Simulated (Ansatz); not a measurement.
# CHFGeNO radical: an energy map over angle C2–N3–Ge4 and dihedral C2–N3–Ge4–F5

How does the energy of CHFGeNO, SMILES O=C=[N][GeH][F], spin multiplicity 2 change over two coordinates at once? A grid of runs gives the map.

Method: UKS r2SCAN-D4/def2-SVP; program: Ansatz 0.2.0.

## (1) The starting structure

SMILES `O=C=[N][GeH][F]`, 6 atoms, charge 0, spin multiplicity 2.

Atoms are counted from 1 here; the program's logs count them from 0.

Bond lengths: O1–C2 1.180 Å, C2–N3 1.221 Å, N3–Ge4 1.846 Å, Ge4–F5 1.766 Å, Ge4–H6 1.576 Å. Angles: O1–C2–N3 176.3°, C2–N3–Ge4 145.7°, N3–Ge4–F5 105.3°, N3–Ge4–H6 104.9°, F5–Ge4–H6 106.3°.

As a file:

```xyz
6
CHFGeNO
O     0.00602   -1.68776   -2.30103
C    -0.15919   -1.00660   -1.35124
N    -0.39558   -0.34464   -0.35229
Ge    0.10415    1.11140    0.66712
F     1.53395    0.58652    1.56065
H    -1.04726    1.27697    1.73059
```

This geometry comes from a loose relaxation at PBE in a small basis, which is not shown.

## (3) Setting up the map

The axes are (1) angle C2–N3–Ge4: 9 values from 112.6 to 179.0 °; (2) dihedral C2–N3–Ge4–F5: 10 values from −180 to 144 °, periodic.

Nothing else is relaxed (all other coordinates rigid). Energies count from the relaxed molecule at the same level. Points are written as (first, second).

(The set-up runs are not shown.)

## (4) Point (145.8°, 72°)

The input, input.yaml:

```yaml
crystal:
  periodic: [false, false, false]
  atoms:
    - { symbol: O, position_ang: [0.05432, -1.639411, -2.301993] }
    - { symbol: C, position_ang: [-0.127173, -0.977838, -1.353027] }
    - { symbol: "N", position_ang: [-0.3752, -0.332905, -0.356952] }
    - { symbol: Ge, position_ang: [0.097241, 1.101181, 0.67059] }
    - { symbol: F, position_ang: [-0.383893, 2.501781, -0.254868] }
    - { symbol: H, position_ang: [1.650742, 1.107706, 0.707636] }
magnetization:
  spin_polarized: true
  initial_magnetization: 1
basis:
  gaussian: { orbitals: def2-SVP }
hamiltonian:
  xc: r2scan
  dispersion: d4
output:
  forces: true
```

Started as:

```
ansatz run input.yaml --threads 1 --pin off --max-ram 2560MiB --backend cpu --events-out ev --progress --plain --runs-dir out
```

The session goes on with these runs: the other points that were computed.

What does the calculation give? Wanted: lowest point; highest computed point; largest force on an atom; dipole moment.

**Answer**, as computed:

| quantity | value |
| --- | --- |
| lowest point | (145.8°, −72°), 0.044 kJ/mol |
| highest computed point | (112.6°, 72°), 31.6 kJ/mol above the lowest |
| largest force on an atom (eV/Å) | 0.07 at (145.8°, −108°) to 2.20 at (112.6°, −36°); 0.10 at the lowest point |
| dipole moment (D) | 1.73 at (112.6°, −180°) to 2.63 at (154.1°, 36°); 2.42 at the lowest point |
| time for the whole task | 10 min on 1 thread, shared host |

The lowest computed point is at (145.8°, −72°), 0.044 kJ/mol from the relaxed molecule at the same level. No other kind of well shows on this grid. The highest computed point, (112.6°, 72°), lies 31.6 kJ/mol above the lowest. Round the minimum the valley is somewhat tilted: raising angle C2–N3–Ge4 shifts the best value of dihedral C2–N3–Ge4–F5 downwards (coupling k₁₂/√(k₁₁k₂₂) about 0.3).
